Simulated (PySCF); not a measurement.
# C7H11N: the cost of one run

Computed with PySCF 2.14.0, with density-fitted response routines of our own, on a single molecule, in the gas phase or a continuum. Atoms are numbered from 0 throughout.

## (1) The molecule as given

19 atoms, charge 0, multiplicity 1; geometry from: GFN2-xTB. The atoms were then displaced at random by about 0.01 Å, so the start is not that level's minimum.

Bonds of the start (Å): C0–N1 1.26, N1–C2 1.39, C2–C3 1.50, C3–C4 1.48, C4–C5 1.49, C5–C6 1.51, C6–C7 1.52, C4–C2 1.47, C6–C4 1.47, C0–H8 1.07, C0–H9 1.09, C2–H10 1.11, C3–H11 1.08, C3–H12 1.05, C5–H13 1.09, C5–H14 1.07, C6–H15 1.08, C7–H16 1.08, C7–H17 1.08, C7–H18 1.10.

## (2) Relaxing the molecule at PBE0-D3(BJ)/def2-SVP

What the job is given:

```
{"job": {"xc": "PBE0", "basis": "def2-SVP", "d3": "d3bj", "grid": 1, "shake": 0.01, "kind": "geom"}, "charge": 0, "multiplicity": 1}
C      2.233140     0.318900    -1.626940
N      1.277320    -0.321730    -1.113420
C      1.162830    -0.448020     0.269780
C      0.608600    -1.744230     0.792420
C     -0.192330    -0.497940     0.849780
C     -0.951930     0.294250     1.861910
C     -1.521840     0.009180     0.493830
C     -1.657430     1.137120    -0.510620
H      2.245480     0.428090    -2.687520
H      2.999240     0.852850    -1.056490
H      1.966430     0.012050     0.887610
H      0.301860    -2.474450     0.056640
H      0.960090    -2.153210     1.693800
H     -1.373040    -0.228350     2.726160
H     -0.630830     1.287210     2.082530
H     -2.329920    -0.707760     0.453780
H     -0.861330     1.859060    -0.391990
H     -1.644110     0.742640    -1.512760
H     -2.622940     1.641410    -0.365070
```

Launch:

```sh
> OMP_NUM_THREADS=1 python probes_run.py task.json out
```

One launch serves the whole session: the jobs run in the order shown.

**Question.** How long does this first job take on 1 thread of Arm Neoverse N1, shared host, and how much memory does it need?

About 2.6 min, with a peak of 0.68 GiB.
